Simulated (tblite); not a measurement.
# C11H4ClF2NS: the cost of one run

Programs: PySCF 2.14.0 with density-fitted response routines of our own, and tblite 0.8.0. All values are computed, except where a source is named. Atoms count from 0 throughout.

### 1 The starting structure

20 atoms, charge 0, multiplicity 1; geometry from: MMFF94s geometry.

Bonds of the start (Å): C11–C12 1.42, C11–H18 1.07, C12–Cl13 1.73, C15–H19 1.09, C1–C2 1.19, C2–C3 1.43, C3–C15 1.38, C3–C4 1.41, C4–C5 1.40, C4–H16 1.08, C5–C6 1.39, C5–H17 1.09, C6–C7 1.46, C6–N14 1.36, C7–C12 1.39, C7–S8 1.72, C9–C11 1.37, C9–F10 1.34, F0–C1 1.35, N14–C15 1.35, S8–C9 1.69.

### 2 GFN2-xTB relaxation, conformer 1

The job: settings as JSON, then the geometry in Å.

```
{"job": {"xc": "GFN2-xTB", "basis": "xTB", "kind": "relax"}, "charge": 0, "multiplicity": 1}
F      6.283800     1.662400    -0.386900
C      4.972000     1.337800    -0.313500
C      3.825100     1.032700    -0.226800
C      2.434200     0.690800    -0.151200
C      2.037100    -0.522400     0.439300
C      0.674800    -0.833100     0.497900
C     -0.242800     0.078200    -0.014700
C     -1.676500    -0.180000     0.021200
S     -2.730800     1.007200     0.680300
C     -4.100600     0.050800     0.396200
F     -5.351600     0.422700     0.699800
C     -3.806700    -1.154900    -0.187700
C     -2.406800    -1.288800    -0.397800
Cl    -1.752500    -2.700100    -1.145200
N      0.117900     1.261300    -0.571300
C      1.443700     1.530200    -0.613700
H      2.773400    -1.214800     0.830700
H      0.358400    -1.770700     0.953400
H     -4.554500    -1.883600    -0.440500
H      1.697100     2.485100    -1.078600
```

Launch:

```sh
$ OMP_NUM_THREADS=1 python ens_run.py task.json out
```

One launch serves the whole session.

Q: Estimate the wall time of this first job on 1 thread of AMD EPYC 9R45, shared host.

About 2.1 s.
